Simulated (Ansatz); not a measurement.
Wanted: the native input for an Ansatz 0.2.0 run.

- Task: relaxation of cell and atoms
- Functional: PBEsol
- Dispersion: D4
- Potentials or basis: Ansatz PAW
- Cutoff: 420 eV (not typed: the program's choice for these potentials)
- k mesh: 9 × 9 × 9
- Occupations: fermi-dirac, width 0.05 eV
- Spin: no spin polarisation

LaPb2:

```
Pb La
1.0
    -2.06634    2.06634    5.63845
     2.06634   -2.06634    5.63845
     2.06634    2.06634   -5.63845
Pb La
2 1
Direct
  0.68639 0.68639 0.00000
  0.31361 0.31361 0.00000
  0.00000 0.00000 0.00000
```

The cell comes from a database or a generator and needn't be the stable form of this composition.

The input as run:

input.yaml

```yaml
crystal:
  lattice:
    - [-2.066343, 2.066343, 5.63845]
    - [2.066343, -2.066343, 5.63845]
    - [2.066343, 2.066343, -5.63845]
  atoms:
    - { symbol: Pb, position: [0.6863945, 0.6863945, 0.0] }
    - { symbol: Pb, position: [0.3136055, 0.3136055, 0.0] }
    - { symbol: La, position: [0.0, 0.0, 0.0] }
hamiltonian:
  xc: pbesol
  pseudopotentials: { kind: paw }
  dispersion: d4
kpoints:
  mp_grid: { grid: [9, 9, 9] }
scf:
  occupations: { method: fermi_dirac, width: 0.05 }
output:
  forces: true
  stress: true
  eigenvalues: true
relax:
  f_tol: 0.01
  max_steps: 40
  cell: { stress_tol: 0.05 }
```

Potentials or basis: Ansatz PAW.

Run with:

```sh
$ ansatz run input.yaml --threads 2 --pin off --max-ram 5632MiB --backend cpu --events-out ev --progress --plain --runs-dir out
```

Results of the run:

| Property | Result |
| --- | --- |
| Relaxed volume | 29.43 Å³/atom |
| Relaxed cell | a = 6.273 Å, b = 6.273 Å, c = 6.273 Å, α = 143.13°, β = 143.13°, γ = 53.13° |
| Space group after relaxing (to 0.05 Å) | I4/mmm (No. 139) |
| Energy gained by relaxing | 36.8 meV/atom |
| Ionic steps | 5 |
| Pressure after relaxing | 0.0 GPa |
| Band gap on the k mesh | none (metal or under the smearing width) |

Caveat: the plane-wave basis is chosen anew once the cell has moved, so the energies of steps on either side of that aren't comparable; pairwise dispersion overbinds metals, which lowers pressure and volume; the PAW data sets come from PBE, with cores solved anew for the run's functional, which leaves a small shift of forces and pressure.

It took 26 s on 2 threads of Arm Neoverse V2 (shared host), peak memory 0.48 GiB.
